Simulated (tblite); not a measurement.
# C4H15AlN2: the cost of one run

Programs: tblite 0.8.0 and PySCF 2.14.0, with density-fitted response routines of our own. Each step states its level of theory. These are calculated values for one molecule in the gas phase, unless marked as measured. Atoms count from 0, in the outputs and in this text.

## (1) Starting geometry

22 atoms, charge 0, multiplicity 1; geometry from: force field or distance geometry start.

Bonds of the start (Å): C0–N1 1.45, N1–C2 1.42, N1–Al3 1.91, Al3–C4 1.99, C4–C5 1.51, C5–N6 1.45, C0–H7 1.11, C0–H8 1.11, C0–H9 1.11, N1–H10 1.06, C2–H11 1.12, C2–H12 1.13, C2–H13 1.09, Al3–H14 1.60, Al3–H15 1.61, C4–H16 1.10, C4–H17 1.12, C5–H18 1.11, C5–H19 1.11, N6–H20 1.05, N6–H21 1.06.

## (2) Optimising the geometry with GFN2-xTB

Job settings and geometry (Å):

```
{"job": {"kind": "relax", "xc": "GFN2-xTB", "basis": "xTB"}, "charge": 0, "multiplicity": 1}
C     -1.774900    -0.532100    -1.094100
N     -1.715400    -0.402100     0.345100
C     -2.838800     0.349200     0.779900
Al    -0.030200     0.405700     0.747500
C      1.240100     0.050500    -0.745000
C      2.579000    -0.458800    -0.276500
N      3.238000     0.489600     0.605900
H     -2.793500    -0.819600    -1.444300
H     -1.074900    -1.329600    -1.407200
H     -1.490700     0.466700    -1.489200
H     -1.718400    -1.389900     0.722800
H     -3.353800    -0.185900     1.621500
H     -3.618200     0.326500    -0.043500
H     -2.641100     1.401700     0.991700
H     -0.212100     1.989300     0.867700
H      0.548900    -0.112800     2.159900
H      0.865100    -0.705500    -1.449400
H      1.431500     1.028600    -1.253800
H      2.493100    -1.465200     0.182200
H      3.244600    -0.566600    -1.161800
H      4.168000     0.148000     0.943800
H      3.443200     1.331600    -0.004900
```

On the command line:

```
OMP_NUM_THREADS=1 python probes_run.py task.json out
```

One launch serves the whole session: the jobs run in the order shown.

Q: Estimate the wall time and peak memory of this first job on 1 thread of Arm Neoverse N1, shared host.

About 2.3 s, with a peak of 0.18 GiB.
